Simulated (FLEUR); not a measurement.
Runs of FLEUR MaX-R8.1 (later development tree) on VWC2. The structure is trigonal, space group R-3m (No. 166). Conventional cell: a = 3.034 Å, b = 3.034 Å, c = 14.802 Å, α = 90.00°, β = 90.00°, γ = 120.00°. W (site symmetry -3m) is surrounded by 6 C at 2.17 Å. Around V (site symmetry -3m) lie 6 C at 2.11 Å. C (site symmetry 3m) has 3 V at 2.11 Å and 3 W at 2.17 Å as nearest neighbours. The cell comes from a database or a generator and needn't be the stable form of this composition.

```csv
task,level,spin,U,k mesh,gmax,muffin-tin radii,local orbitals a species,max iterations,mixing factor,kmax,gap on the mesh (eV),moment (μB)
single point,PBEsol,"collinear, ferromagnetic start",-,10 × 10 × 10,15 1/bohr,"W 2.13, V 2.03, C 1.55 bohr","W 4, V 5, C 3",60,0.05,4.83 1/bohr,none,0.00
single point,PBEsol+U,"collinear, ferromagnetic start",V d U = 2 eV,8 × 8 × 8,14.7 1/bohr,"W 2.18, V 2.07, C 1.59 bohr","W 4, V 4, C 3",100,0.05,4.73 1/bohr,none,0.00
single point,PBEsol+U,"collinear, ferromagnetic start",V d U = 4 eV,8 × 8 × 8,14.7 1/bohr,"W 2.18, V 2.07, C 1.59 bohr","W 4, V 4, C 3",100,0.05,4.73 1/bohr,none,0.83
single point,PBEsol+U,"collinear, ferromagnetic start",V d U = 5 eV,8 × 8 × 8,14.7 1/bohr,"W 2.18, V 2.07, C 1.59 bohr","W 4, V 4, C 3",100,0.05,4.73 1/bohr,none,(a)
single point,PBEsol+U,"collinear, ferromagnetic start",V d U = 6 eV,8 × 8 × 8,14.7 1/bohr,"W 2.18, V 2.07, C 1.59 bohr","W 4, V 4, C 3",100,0.05,4.73 1/bohr,none,1.23
single point,PBEsol+U,"collinear, ferromagnetic start",V d U = 3 eV,8 × 8 × 8,14.7 1/bohr,"W 2.18, V 2.07, C 1.59 bohr","W 4, V 4, C 3",100,0.05,4.73 1/bohr,none,0.36
single point,PBEsol+U,"collinear, ferromagnetic start",V d U = 0.0 eV,8 × 8 × 8,14.7 1/bohr,"W 2.18, V 2.07, C 1.59 bohr","W 4, V 4, C 3",100,0.05,4.73 1/bohr,none,0.00
```

Alike in all rows: potentials or basis all-electron, FLAPW; cell as given; smearing fermi-dirac 0.05 eV.

Problem. Estimate the missing entries.

Solution. (a) 1.02.

Caveats: the U is typed as a test and isn't derived for this compound (some runs).

A k mesh can miss the band edges, and the runs leave out spin-orbit coupling on W.

A gap of «none» marks a metal or a gap under the smearing width.
